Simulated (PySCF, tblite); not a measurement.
# C₇H₇BrOSi: geometry, infrared bands and NMR shifts

Aim: predict the infrared bands and NMR shifts of C₇H₇BrOSi (`O=C(Br)c1ccccc1[SiH3]`).

Computed with tblite 0.8.0 and PySCF 2.14.0, with density-fitted response routines of our own, on a single molecule in the gas phase. Atoms count from 0, in the outputs and in this text.

## 1. Starting geometry

17 atoms, charge 0, multiplicity 1; geometry from: force field or distance geometry start.

Bonds of the start (Å): O0–C1 1.27, C1–Br2 1.91, C1–C3 1.46, C3–C4 1.40, C4–C5 1.38, C5–C6 1.38, C6–C7 1.39, C7–C8 1.38, C8–Si9 1.83, C8–C3 1.39, C4–H10 1.10, C5–H11 1.10, C6–H12 1.09, C7–H13 1.09, Si9–H14 1.49, Si9–H15 1.48, Si9–H16 1.49.

## 2. Geometry optimisation with GFN2-xTB

The job: settings as JSON, then the geometry in Å.

```
{"job": {"kind": "relax", "xc": "GFN2-xTB", "basis": "xTB"}, "charge": 0, "multiplicity": 1}
O      1.606200     2.283900     0.383000
C      0.349200     2.125500     0.268100
Br    -0.859200     3.602700     0.377000
C     -0.264200     0.818500     0.067700
C     -1.649500     0.669700    -0.028800
C     -2.238300    -0.565600    -0.229300
C     -1.427700    -1.682900    -0.310900
C     -0.050100    -1.578500    -0.195700
C      0.509100    -0.334200    -0.008200
Si     2.333500    -0.254800     0.130900
H     -2.301300     1.553200     0.024400
H     -3.331900    -0.658100    -0.311500
H     -1.848400    -2.681000    -0.446700
H      0.580300    -2.466600    -0.266100
H      2.956900     0.319700    -1.100100
H      2.747100     0.488500     1.345800
H      2.881200    -1.627900     0.290600
```

The run is started by

```bash
$ OMP_NUM_THREADS=1 python probes_run.py task.json out
```

The driver reads the jobs from task.json and runs them one after another.

**Question.** This job is followed by: GFN2-xTB harmonic vibrations, gas phase; GIAO PBE0/pcSseg-1 NMR shielding, non-relativistic, gas phase. Predict these results of the whole session: strongest single infrared mode (GFN2-xTB); zero-point energy (GFN2-xTB); 13C shifts against TMS (PBE0/pcSseg-1); 1H shifts against TMS (PBE0/pcSseg-1, means over atoms taken as alike); 17O shifts against H2O (PBE0/pcSseg-1); 79Br shifts against HBr (PBE0/pcSseg-1); 29Si shifts against TMS (PBE0/pcSseg-1).

**Answer**, as computed:

| quantity | value |
| --- | --- |
| strongest single infrared mode (GFN2-xTB) | 826 cm⁻¹, 492 km/mol |
| zero-point energy (GFN2-xTB) | 70.1 kcal/mol |
| 13C shifts against TMS (PBE0/pcSseg-1) | 191.2, 150.3, 143.4, 143.0, 140.9, 140.7, 136.0 ppm |
| 1H shifts against TMS (PBE0/pcSseg-1, means over atoms taken as alike) | 9.04, 8.23, 7.98, 7.94, 4.63 ppm |
| 17O shifts against H2O (PBE0/pcSseg-1) | 587.3 ppm |
| 79Br shifts against HBr (PBE0/pcSseg-1) | 903 ppm |
| 29Si shifts against TMS (PBE0/pcSseg-1) | -66.1 ppm |

Over 75 steps the energy fell by 0.490 eV; of the close pairs, O0–C1 changed most, 1.272 to 1.194 Å. No mode is imaginary among the 45: a minimum at this level. The strongest single mode, at 826 cm⁻¹, is carried by H16, H15, H14, C1. GFN2-xTB is a fitted tight-binding method: band positions and strengths are rough. Its intensities can rank the bands wrongly. C1 stands next to heavy halogen, whose spin-orbit shielding this run leaves out, so the computed shift lies too far downfield, most of all for carbon beside Br or I. At PBE0/pcSseg-1: The largest span, 1972 ppm, is at Br2, where the paramagnetic term is -1404 ppm. NICS(1)zz of -28 ppm above the planar ring from C3 marks a diatropic (aromatic) ring current. Spin-orbit coupling is left out, which matters for shieldings and couplings at and beside the heavy atoms.
